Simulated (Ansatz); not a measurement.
# C3H6OSi: one species, many methods

Aim: compute C3H6OSi with functionals from several rungs and with coupled cluster. The yardstick is the atomisation energy at the CCSD(T) limit.

Program: Ansatz 0.2.0, Gaussian basis. Level of theory: functionals in def2-TZVPP, the program's frozen cores in correlated methods. These are calculated values, not measurements.

Plan: PBE-D4, r2SCAN-D4, PBE0-D4, B3LYP-D4, ωB97X-V, ωB97M-V, B2PLYP; CCSD(T)/def2-TZVPP; MP2/def2-QZVPP; extrapolation to the limit.

## 1. The geometry

The geometry comes from an earlier relaxation with PBE0-D4/def2-TZVP; it is a stationary point, not always the lowest conformer.

SMILES `[SiH3]OC1=CC1`, 11 atoms, charge 0, spin multiplicity 1.

Atoms are counted from 1 here; the program's logs count them from 0.

Bond lengths: Si1–O2 1.672 Å, Si1–H6 1.483 Å, Si1–H7 1.483 Å, Si1–H8 1.478 Å, O2–C3 1.324 Å, C3–C4 1.285 Å, C3–C5 1.481 Å, C4–C5 1.529 Å, C4–H9 1.074 Å, C5–H10 1.093 Å, C5–H11 1.093 Å. Angles: O2–Si1–H6 110.2°, O2–Si1–H7 110.2°, O2–Si1–H8 104.4°, H6–Si1–H7 109.8°, H6–Si1–H8 111.0°, H7–Si1–H8 111.0°, Si1–O2–C3 121.2°, O2–C3–C4 149.2°, O2–C3–C5 144.1°, C4–C3–C5 66.7°, C3–C4–C5 62.8°, C3–C4–H9 153.2°, C5–C4–H9 144.0°, C3–C5–C4 50.5°, C3–C5–H10 120.2°, C3–C5–H11 120.2°, C4–C5–H10 119.4°, C4–C5–H11 119.4° and more.

## 2. PBE-D4 (GGA)

File in.yaml:

```yaml
crystal:
  periodic: [false, false, false]
  atoms:
    - {symbol: Si, position_ang: [-1.575366, -1.133217, -0.246542]}
    - {symbol: O, position_ang: [-0.634915, -0.447087, 0.953450]}
    - {symbol: C, position_ang: [0.419132, 0.298039, 0.657663]}
    - {symbol: C, position_ang: [1.412882, 1.009939, 1.052795]}
    - {symbol: C, position_ang: [1.221568, 0.852870, -0.456057]}
    - {symbol: H, position_ang: [-2.164025, -0.076277, -1.104132]}
    - {symbol: H, position_ang: [-0.759248, -2.054180, -1.074147]}
    - {symbol: H, position_ang: [-2.627355, -1.869245, 0.485907]}
    - {symbol: H, position_ang: [2.029855, 1.459185, 1.808977]}
    - {symbol: H, position_ang: [0.842399, 1.695709, -1.039107]}
    - {symbol: H, position_ang: [1.900572, 0.207164, -1.018306]}
basis:
  gaussian: {orbitals: def2-TZVPP}
hamiltonian: {xc: pbe, dispersion: d4}
output: {forces: true, orbitals: {seedname: orbitals}}
```

On the command line:

```console
$ ansatz run in.yaml --threads 4 --pin off --events-out ev --progress --plain --max-ram 10444MiB
```

The runs that follow: r2SCAN-D4 (meta-GGA); PBE0-D4 (hybrid); B3LYP-D4 (hybrid); ωB97X-V (range-separated); ωB97M-V (range-separated); B2PLYP (double hybrid); CCSD(T) in def2-TZVPP; MP2 in def2-QZVPP.

Before running them: what should the planned runs give, taken together? Wanted: atomisation energy, CCSD(T)/CBS; farthest; mean size of error, hybrid; mean size of error, range-separated; gap, smallest and largest; T1 diagnostic; triples share of the correlation energy.

As calculated:

```
                               quantity                                 value
        atomisation energy, CCSD(T)/CBS                         4238.1 kJ/mol
 functionals within 21.2 kJ/mol (0.5 %)            B3LYP-D4, ωB97X-V, ωB97M-V
                               farthest                PBE-D4 (+109.3 kJ/mol)
             mean size of error, hybrid                           14.5 kJ/mol
    mean size of error, range-separated                           19.5 kJ/mol
              gap, smallest and largest  4.57 eV (PBE-D4), 10.93 eV (ωB97X-V)
                          T1 diagnostic                                0.0118
triples share of the correlation energy                                 4.2 %
```

In words: PBE-D4 misses by +109.3 kJ/mol, or 9.9 kJ/mol for each of 11 bonds. Double hybrids carry the basis error of their MP2 part in triple zeta, and no dispersion term here, so their miss is partly the set-up's. The reference freezes the cores and leaves out relativity and excitations past (T), so misses under about 21.2 kJ/mol can't be ranked. Hartree-Fock recovers 72 % of the binding; the rest is correlation. Orbital gaps span 4.6 to 10.9 eV; exact exchange widens them.
